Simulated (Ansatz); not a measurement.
The system is VCrC2.

```xyz
4
Lattice="1.4606 0.8433 4.7394 -1.4606 0.8433 4.7394 0.0000 -1.6866 4.7394" Properties=species:S:1:pos:R:3 pbc="T T T"
Cr    0.0000    0.0000    7.1091
V     0.0000    0.0000    0.0000
C     0.0000    0.0000    3.5369
C     0.0000    0.0000   10.6813
```

The cell comes from a database or a generator and needn't be the stable form of this composition.

Base run:

```yaml
Program: Ansatz 0.2.0
Functional: PBE
Potentials_or_basis: Ansatz PAW
Cutoff: 420 eV
Density_cutoff: 1680 eV
k_mesh: 11 × 11 × 11
Occupations: fermi-dirac, width 0.05 eV
Spin: collinear spin, ferromagnetic start
Starting_moments: "[3.0, 2.0, 0.0, 0.0] μB"
Hubbard_terms: Cr d U = 1 eV, V d U = 1 eV
```

Its results: band gap on the k mesh none (metal or under the smearing width); pressure 6.0 GPa; net moment 1.58 μB per cell; site moments Cr +1.66; V -0.12; C -0.09 μB; largest force 0.210 eV/Å.

Q: The run is repeated on the same cell with these changes: hubbard terms from Cr d U = 1 eV, V d U = 1 eV to none; hubbard projectors from ortho-atomic (the default) to none. What comes out?

A: Band gap on the k mesh none (metal or under the smearing width); pressure 0.4 GPa; net moment 1.09 μB per cell; site moments Cr +1.05; V -0.00; C -0.05 μB; largest force 0.020 eV/Å.

Caveats: the magnetic or orbital state may not be the lowest (some runs); the U is typed as a test and isn't derived for this compound (some runs).

Not every run made on this cell is shown here.
